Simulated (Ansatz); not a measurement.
# C₃H₇FGe: up Jacob's ladder to CCSD(T)

One table from this session's results is given with a row withheld; the runs are named, their logs left out.

Method: functionals in def2-TZVPP, the program's frozen cores in correlated methods; program: Ansatz 0.2.0, Gaussian basis.

The runs, in order: PBE-D4, r2SCAN-D4, PBE0-D4, B3LYP-D4, ωB97X-V, ωB97M-V, B2PLYP; CCSD(T)/def2-TZVPP; MP2/def2-QZVPP; extrapolation to the limit.

## Structure used throughout

The geometry comes from an earlier relaxation with PBE0-D4 in a triple-zeta def2 set; it is a stationary point, not always the lowest conformer.

SMILES `[F][GeH]1[CH2]C[CH2]1`, 12 atoms, charge 0, spin multiplicity 1.

Atoms are counted from 1 here; the program's logs count them from 0.

Bond lengths: F1–Ge2 1.747 Å, Ge2–C3 1.962 Å, Ge2–C5 1.962 Å, Ge2–H6 1.539 Å, C3–C4 1.551 Å, C3–H7 1.092 Å, C3–H8 1.089 Å, C4–C5 1.551 Å, C4–H9 1.093 Å, C4–H10 1.093 Å, C5–H11 1.089 Å, C5–H12 1.092 Å. Angles: F1–Ge2–C3 115.4°, F1–Ge2–C5 115.4°, F1–Ge2–H6 104.8°, C3–Ge2–C5 76.3°, C3–Ge2–H6 121.8°, C5–Ge2–H6 121.8°, Ge2–C3–C4 87.4°, Ge2–C3–H7 109.0°, Ge2–C3–H8 121.5°, C4–C3–H7 111.9°, C4–C3–H8 116.5°, H7–C3–H8 109.0°, C3–C4–C5 102.9°, C3–C4–H9 113.8°, C3–C4–H10 109.7°, C5–C4–H9 113.8°, C5–C4–H10 109.7°, H9–C4–H10 107.0° and more.

Set-up of the first run:

in.yaml

```yaml
crystal:
  periodic: [false, false, false]
  atoms:
    - {symbol: F, position_ang: [-1.662077, 1.992134, 0.929411]}
    - {symbol: Ge, position_ang: [-0.181330, 1.076454, 0.779025]}
    - {symbol: C, position_ang: [-0.396210, -0.874170, 0.776275]}
    - {symbol: C, position_ang: [0.445468, -0.893470, -0.526105]}
    - {symbol: C, position_ang: [0.304792, 0.559181, -1.050530]}
    - {symbol: H, position_ang: [0.815837, 1.782508, 1.715549]}
    - {symbol: H, position_ang: [-1.444468, -1.116564, 0.588029]}
    - {symbol: H, position_ang: [-0.033377, -1.488207, 1.598668]}
    - {symbol: H, position_ang: [0.129130, -1.654286, -1.244434]}
    - {symbol: H, position_ang: [1.491851, -1.097510, -0.284688]}
    - {symbol: H, position_ang: [1.174829, 0.982118, -1.549705]}
    - {symbol: H, position_ang: [-0.567445, 0.676610, -1.697397]}
basis:
  gaussian: {orbitals: def2-TZVPP}
hamiltonian: {xc: pbe, dispersion: d4}
output: {forces: true, orbitals: {seedname: orbitals}}
```

The run is started by

```sh
$ ansatz run in.yaml --threads 4 --pin off --events-out ev --progress --plain --max-ram 10444MiB
```

Among the steps run: PBE-D4 (GGA); r2SCAN-D4 (meta-GGA); PBE0-D4 (hybrid); B3LYP-D4 (hybrid); ωB97X-V (range-separated); ωB97M-V (range-separated); B2PLYP (double hybrid); CCSD(T) in def2-TZVPP; MP2 in def2-QZVPP.

One table of the session follows, with a row left open; its other results are not shown here.

```
            method  atomisation energy (eV)
            PBE-D4                   47.886
         r2SCAN-D4                        ?
           PBE0-D4                   47.221
          B3LYP-D4                   46.826
           ωB97X-V                   47.217
           ωB97M-V                   47.042
            B2PLYP                   46.525
     HF/def2-TZVPP                   34.785
    MP2/def2-TZVPP                   46.850
   CCSD/def2-TZVPP                   45.494
CCSD(T)/def2-TZVPP                   46.156
           MP2/CBS                   47.844
       CCSD(T)/CBS                   47.150
```

Q: Estimate the row for r2SCAN-D4 from the others.

The run gave: atomisation energy (eV): 47.185. In the column «atomisation energy (eV)» it lies between CCSD(T)/CBS (47.150) and ωB97X-V (47.217).

Among the levels timed on like hardware and quicker than the yardstick, those that no quicker one beats, quickest first: PBE-D4 (3.2 s, +0.736 eV); PBE0-D4 (4 s, +0.071 eV); r2SCAN-D4 (6.5 s, +0.036 eV).

B2PLYP carry no dispersion term (for B3LYP, D4 adds 0.397 eV).
